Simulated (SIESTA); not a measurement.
**NbTe under changes of volume**

One of the cells (22.373 Å³/atom); the others are scaled copies at fixed shape and fractional positions:

```
CELL_PARAMETERS angstrom
3.72750 0.00000 0.00000
-1.86375 3.22811 0.00000
0.00000 0.00000 3.71868
ATOMIC_POSITIONS crystal
Te 0.66667 0.33333 0.00000
Nb 0.00000 0.00000 0.50000
```

The cell comes from a database or a generator and needn't be the stable form of this composition.

| Item | Value |
| --- | --- |
| Program | SIESTA 5.4.2 |
| Functional | PBEsol |
| Potentials or basis | PseudoDojo 0.4 standard (PBEsol files) |
| Basis | DZP (energy shift 0.003 Ry; two zetas on semicore shells) |
| Grid cutoff | 800 Ry |
| Energy shift | 0.003 Ry |
| k mesh | 8 × 8 × 7 |
| Occupations | fermi-dirac, width 0.05 eV |
| Spin | no spin polarisation |

```csv
volume (Å³/atom),energy over the lowest point (meV/atom),pressure (GPa)
20.618,17.06,6.3
21.057,?,?
21.496,0.00,0.2
22.373,13.55,-4.7
22.812,29.59,-6.9
23.250,51.13,-8.7
```

What does the run at 21.057 Å³/atom give?

Energy over the lowest point 4.28 meV/atom; pressure 3.2 GPa.

Worked out: A Birch-Murnaghan fit of order 3 (a polynomial in V^(-2/3)) to the other rows has its minimum at 21.51 Å³/atom with B0 = V·E''(V) = 135 GPa and B' = 4.7 at fixed shape and positions, which overstates the stiffness. It gives 4.26 meV/atom at 21.057 Å³/atom, against the run's 4.28, and -dE/dV = 3.0 GPa, against 3.2.

Energies are extrapolated to zero smearing.

Caveats: the basis of atomic orbitals isn't converged, which shifts pressures, moduli and gaps.
